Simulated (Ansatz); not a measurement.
# CH₆Si + NH₃: a complex and its separated parts

Aim: how far the complex at one end of a reaction step lies below its separated, relaxed parts, level by level.

Method: PBE0-D4/def2-TZVP structures, single points in def2-TZVPP, no counterpoise correction; program: Ansatz 0.2.0, Gaussian basis.

Levels: SPW92, PBE-D4, BLYP-D4, r2SCAN-D4, B97M-V, PBE0-D4, B3LYP-D4, r2SCAN0-D4, BHLYP-D4, CAM-B3LYP-D4, wB97X-V, wB97M-V, B2PLYP, PBE-QIDH, RPA on PBE, Hartree-Fock, MP2, CCSD, CCSD(T).

Cores are frozen in the correlated methods. B3LYP uses VWN-RPA correlation. B2PLYP carries no dispersion term here.

94 further runs of the same task are left out: 94 set aside as unsound or not needed.

## Step 1: The starting structure

The complex: 12 atoms, charge 0, spin multiplicity 1.

Atoms are counted from 1 here; the program's logs count them from 0.

Bond lengths: Si1–H2 1.489 Å, Si1–H3 1.492 Å, Si1–H4 1.489 Å, Si1–C5 1.866 Å, C5–H8 1.092 Å, C5–H9 1.092 Å, C5–H10 1.091 Å, H6–N7 1.013 Å, N7–H11 1.013 Å, N7–H12 1.013 Å. Angles: H2–Si1–H3 107.1°, H2–Si1–H4 108.4°, H2–Si1–C5 111.7°, H3–Si1–H4 107.1°, H3–Si1–C5 110.6°, H4–Si1–C5 111.7°, Si1–C5–H8 110.9°, Si1–C5–H9 110.9°, Si1–C5–H10 108.7°, H8–C5–H9 108.1°, H8–C5–H10 109.0°, H9–C5–H10 109.0°, H6–N7–H11 107.3°, H6–N7–H12 107.0°, H11–N7–H12 107.2°.

As a file:

```xyz
12

Si   -1.1969   -0.3396    0.6597
H    -1.0154   -1.5195   -0.2295
H    -2.2908   -0.6750    1.6169
H    -1.6735    0.8026   -0.1674
C     0.3724    0.0810    1.5782
H     0.8380   -0.6488   -2.2713
N     0.9326    0.2896   -1.9029
H     0.2215    0.9404    2.2353
H     0.7036   -0.7609    2.1903
H     1.1504    0.3204    0.8514
H     1.7902    0.6748   -2.2789
H     0.1680    0.8349   -2.2817
```

Its parts: CH₆Si holds atoms 1, 2, 3, 4, 5, 8, 9, 10; NH₃ holds atoms 6, 7, 11, 12. Each part counts its atoms afresh in its own runs.

## Step 2: Relaxing CH₆Si alone

Contents of relax-a/in.yaml:

```yaml
crystal:
  periodic: [false, false, false]
  atoms:
    - {symbol: Si, position_ang: [-1.196911, -0.339640, 0.659702]}
    - {symbol: H, position_ang: [-1.015434, -1.519498, -0.229545]}
    - {symbol: H, position_ang: [-2.290825, -0.675000, 1.616910]}
    - {symbol: H, position_ang: [-1.673494, 0.802632, -0.167371]}
    - {symbol: C, position_ang: [0.372351, 0.080951, 1.578191]}
    - {symbol: H, position_ang: [0.221505, 0.940413, 2.235260]}
    - {symbol: H, position_ang: [0.703597, -0.760940, 2.190342]}
    - {symbol: H, position_ang: [1.150394, 0.320448, 0.851446]}
basis:
  gaussian: {orbitals: def2-TZVP}
hamiltonian: {xc: pbe0, dispersion: d4}
relax: {f_tol: 0.005, max_steps: 200}
```

Launch:

```
$ ansatz run in.yaml --threads 4 --pin off --events-out ev --progress --plain --max-ram 9574MiB
```

Further steps of the session: Relaxing NH₃ alone; SPW92/def2-TZVPP; PBE-D4/def2-TZVPP; BLYP-D4/def2-TZVPP; r2SCAN-D4/def2-TZVPP; B97M-V/def2-TZVPP; PBE0-D4/def2-TZVPP; B3LYP-D4/def2-TZVPP; r2SCAN0-D4/def2-TZVPP; BHLYP-D4/def2-TZVPP; CAM-B3LYP-D4/def2-TZVPP; wB97X-V/def2-TZVPP; wB97M-V/def2-TZVPP; B2PLYP/def2-TZVPP; PBE-QIDH/def2-TZVPP; RPA on PBE/def2-TZVPP; CCSD(T)/def2-TZVPP; Vibrations of CH₆Si; Vibrations of NH₃.

**Question.** What will these runs give? Wanted: complex less parts, CCSD(T)/def2-TZVPP; with zero-point energy; largest T1 diagnostic.

The runs gave:

```
                              quantity           value
complex less parts, CCSD(T)/def2-TZVPP  -2.43 kcal/mol
                with zero-point energy  -1.57 kcal/mol
                 largest T1 diagnostic           0.010
```

**Reading.** At CCSD(T) the complex lies 2.43 kcal/mol below its parts. The functionals run from r2SCAN-D4, off by -0.24 kcal/mol, to SPW92, off by -2.06 kcal/mol, against CCSD(T). Mean unsigned error by rung: LDA 2.06, GGA 0.46, meta-GGA 0.44, hybrid 0.36, range-separated hybrid 0.43, double hybrid 0.53 kcal/mol. PBE-D4 gives a relative energy 0.66 kcal/mol too low, an error of 27 % of the reference. The complex's frequency run has imaginary modes: the structure is no minimum, so both the energy and the zero-point correction are in doubt. No counterpoise was applied, and triple zeta lacks some correlation, so the CCSD(T) reference has a basis error of its own, and close matches with it are partly luck.
